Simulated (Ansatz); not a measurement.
# SnGeN2: the cost of one run

Computed with Ansatz 0.2.0 (DFT PBE, scalar-relativistic, plane waves, PAW, unless a step's input says otherwise).

2 further runs of the same task are left out: 1 that didn't finish, 1 set aside as unsound or not needed.

## (1) The system as given

Symmetry: P4mm, No. 99, tetragonal system. Conventional cell: a = 3.515 Å, b = 3.515 Å, c = 6.044 Å, α = 90.00°, β = 90.00°, γ = 90.00°. Around Sn (site symmetry 4mm) lie 1 N at 1.62 Å. Ge (site symmetry 4mm) has 4 N at 2.71 Å as nearest neighbours. N (site symmetry 4mm) has 1 N at 1.36 Å and 1 Sn at 1.62 Å as nearest neighbours. Around N (site symmetry 4mm) lie 1 N at 1.36 Å.

As a file:

```cif
data_structure
_symmetry_space_group_name_H-M 'P 1'
_symmetry_Int_Tables_number 1
_cell_length_a 3.5145
_cell_length_b 3.5145
_cell_length_c 6.0444
_cell_angle_alpha 90.000
_cell_angle_beta 90.000
_cell_angle_gamma 90.000
_cell_volume 74.66
loop_
_atom_site_label
_atom_site_type_symbol
_atom_site_fract_x
_atom_site_fract_y
_atom_site_fract_z
_atom_site_occupancy
Sn1 Sn 0.50000 0.50000 0.55670 1
Ge1 Ge 0.00000 0.00000 0.22995 1
N1 N 0.50000 0.50000 0.82516 1
N2 N 0.50000 0.50000 0.05009 1
```

A structure generator made this guess: random cell by space group and Wyckoff sites (P4mm, No. 99). The dimensions are guesses.

## (2) A first look at the guess

Contents of input.yaml:

```yaml
crystal:
  lattice:
    - [3.5145286, 0.0, 0.0]
    - [0.0, 3.5145286, 0.0]
    - [0.0, 0.0, 6.04441232]
  atoms:
    - { symbol: Sn, position: [0.5, 0.5, 0.55670132] }
    - { symbol: Ge, position: [0.0, 0.0, 0.22994554] }
    - { symbol: "N", position: [0.5, 0.5, 0.82515987] }
    - { symbol: "N", position: [0.5, 0.5, 0.05009467] }
basis:
  ecutwfc: 420
kpoints:
  mp_grid: { grid: [6, 6, 4] }
hamiltonian:
  xc: pbe
scf:
  occupations: { method: gaussian, width: 0.1 }
  lower_state_search: "off"
output:
  forces: true
  stress: true
  eigenvalues: true
```

Run with:

```sh
ansatz run input.yaml --threads 1 --pin off --max-ram 2560MiB --backend cpu --events-out ev --progress --plain --runs-dir out
```

Q: Estimate wall time and peak memory on 1 thread of Intel Xeon at 2.70GHz, shared host.

About 4.9 s, with a peak of 0.4 GiB.
